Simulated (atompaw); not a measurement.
# Pseudopotential generation for Ru: PAW (atompaw), PBE

Do these settings give a usable potential? It is generated, then checked for scattering, ghosts and hardness.

The numbers are computed with atompaw 4.2.0.5 (PBE, scalar-relativistic, spin-unpolarised reference atom).

### 1 The atom and the settings

The settings as typed:

| Property | Result |
| --- | --- |
| element | ruthenium (Ru, Z = 44) |
| type | PAW |
| frozen core | [Ar] 3d10 4s2 |
| valence charge | 14 |
| reference configuration | 4p6 4d6.5 5s0 5p0 (charge +1.5) |
| partial waves | 5s (bound, empty): rc 2.30 bohr; 5s channel at -0.6 Ry: rc 2.30 bohr; 4p (bound): rc 1.35 bohr; 5p (bound, empty): rc 1.55 bohr; 4d (bound): rc 2.30 bohr; 4d channel at 1.35 Ry: rc 2.30 bohr |
| local potential | bessel scheme, radius 1.60 bohr |
| core correction | smooth core density matched at 1.90 bohr |
| augmentation charge | sinc compensation charge, radius 2.25 bohr; PAW radius 2.30 bohr; waves and projectors: custom polynom vanderbiltortho |

An earlier all-electron run gives the scale for the radii.

All-electron outer shells of the reference configuration (PBE, scalar-relativistic, ld1.x):

```tsv
shell	level (eV)	outermost node (bohr)	outermost maximum (bohr)
4s	-89.88	0.48	0.92
4p	-59.88	0.49	0.98
4d	-18.11	0.48	1.21
5s	-14.62	1.23	2.50
5p	-9.62	1.38	3.09
4f	-2.17	–	7.99
```

### 2 Generating the potential

Input file Ru.input:

```
Ru 44
GGA-PBE scalarrelativistic loggrid 1500 logderivrange -6 5 276
5 5 4 0 0 0
5 0 0
5 1 0
4 2 6.5
0 0 0
c
c
c
c
v
c
c
v
v
c
v
2
2.30 2.25 1.60 1.90
y
-0.6
n
n
y
1.35
n
custom polynom vanderbiltortho sinc
bessel
2.30
2.30
1.35
1.55
2.30
2.30
PWSCFOUT
UPFDX 0.0125d0 UPFXMIN -7.d0 UPFZMESH 44.d0
END
```

On the command line:

```
$ atompaw < Ru.input > Ru.log
```

Q: Predict the outcome of this session. Wanted: cutoffs for 10 and 1 mRy, occupied levels; bound ghosts; largest phase difference near zero energy, channels read; lowest eigenvalue of the overlap; share of valence orbitals outside the PAW sphere; UPF file.

As calculated:

| quantity | value |
| --- | --- |
| cutoffs for 10 and 1 mRy, occupied levels | 35 Ry and 70 Ry |
| bound ghosts | s at -94.74 eV |
| largest phase difference near zero energy, channels read | 0.001 rad |
| lowest eigenvalue of the overlap (Bessel basis) | 0.353 (s) |
| share of valence orbitals outside the PAW sphere | 5s 71 %, 4p 1 %, 5p 87 %, 4d 14 % |
| UPF file | written |

It has a bound ghost (s), a state that the atom doesn't have, and that rules the file out. Close by lies the frozen 4s level (-89.9 eV). By its cutoff, 35 Ry for the looser tolerance, it is soft on the atom at that tolerance. Near zero energy the phases of the channels with partial waves agree within 0.001 rad. All of this concerns the isolated atom, not yet a solid.
